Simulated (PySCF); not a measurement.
**RhF₄: structure of the doublet**

Aim: relax RhF₄ as a doublet from a PBE0 minimum start, check by its vibrations whether the end is a minimum, and collect its spectrum and constants.

Computed with PySCF 2.14.0. Level: PBE0, basis Rh def2-SVP with ECP28, F def2-SVP, scalar-relativistic core potentials, no spin–orbit coupling, density fitting.

### 1 Starting geometry

5 atoms, charge 0, spin multiplicity 2.

Bond lengths: Rh1–F2 1.849 Å, Rh1–F3 1.849 Å, Rh1–F4 1.818 Å, Rh1–F5 1.818 Å. Angles: F2–Rh1–F3 151.6°, F2–Rh1–F4 98.9°, F2–Rh1–F5 98.9°, F3–Rh1–F4 98.9°, F3–Rh1–F5 98.9°, F4–Rh1–F5 102.1°.

```xyz
5
charge 0 multiplicity 2
Rh    0.0000    0.0000   -0.1447
F     0.0000    1.7926   -0.5983
F     0.0000   -1.7926   -0.5983
F     1.4138    0.0000    0.9977
F    -1.4138    0.0000    0.9977
```

### 2 First SCF at the start

The steps below are one call of a driver around PySCF. For each, scf.py gives the equivalent set-up of the SCF; relaxations use the driver's own optimiser. After this first run the driver tries any further starts and a stability analysis.

Input file scf.py:

```python
from pyscf import gto, scf, dft
mol = gto.M(atom='''
Rh    -0.000000     0.000000    -0.144724
F      0.000000     1.792590    -0.598343
F     -0.000000    -1.792590    -0.598343
F      1.413760    -0.000000     0.997699
F     -1.413760     0.000000     0.997699''',
    basis={'Rh': 'def2-SVP', 'F': 'def2-SVP'},
    ecp={'Rh': 'def2-SVP'},
    charge=0, spin=1)
mf = dft.UKS(mol, xc='PBE0')
mf.grids.atom_grid = (50, 194)
aux = {'Rh': 'def2-universal-JKFIT', 'F': 'def2-universal-JKFIT'}
mf = mf.density_fit(auxbasis=aux)
mf.conv_tol = 1e-08
mf.diis_space = 10
mf.max_cycle = 60
mf.init_guess = 'minao'
mf.verbose = 4
mf.kernel()
```

On the command line:

```sh
$ OMP_NUM_THREADS=2 python axn.py task.json out
```

Further steps of the session: Relaxation: PBE0 minimum start, doublet; Vibrations and properties at this point.

**Question.** What will these runs give? Wanted: minimum; geometry; wavenumbers; dipole moment; highest occupied, lowest empty level; polar-tensor charge of Rh1; zero-point energy; atomisation energy; ⟨S²⟩.

The runs gave:

| quantity | value |
| --- | --- |
| minimum | doublet, C2v |
| geometry | Rh–F 1.818 Å (×2), Rh–F 1.849 Å (×2); F–Rh–F 98.9° (×4), F–Rh–F 102.1°, F–Rh–F 151.6° |
| wavenumbers (cm⁻¹) | 109 (a2), 116 (b1), 133 (a1), 134 (b2), 187 (a1), 648 (a1), 677 (b2), 680 (b1), 697 (a1) |
| dipole moment | 1.88 D |
| highest occupied, lowest empty level (either spin) | -9.58, -6.05 eV |
| polar-tensor charge of Rh1 | +1.98 e |
| zero-point energy | 20.2 kJ/mol |
| entropy at 298.15 K | 352.0 J/(mol K) |
| atomisation energy (no zero-point energy) | 1245 kJ/mol |
| ⟨S²⟩ | 0.758 |

The PBE0 minimum start keeps its C2v symmetry and ends in a minimum. In the infrared the band at 680 cm⁻¹ (b1, stretch) leads. Most of the spin sits on Rh1 (Mulliken spin 0.70, against 1 for the whole molecule). Other starts or spin states, not run here, may lie lower. One determinant may miss the lowest occupation of an open d or f shell.
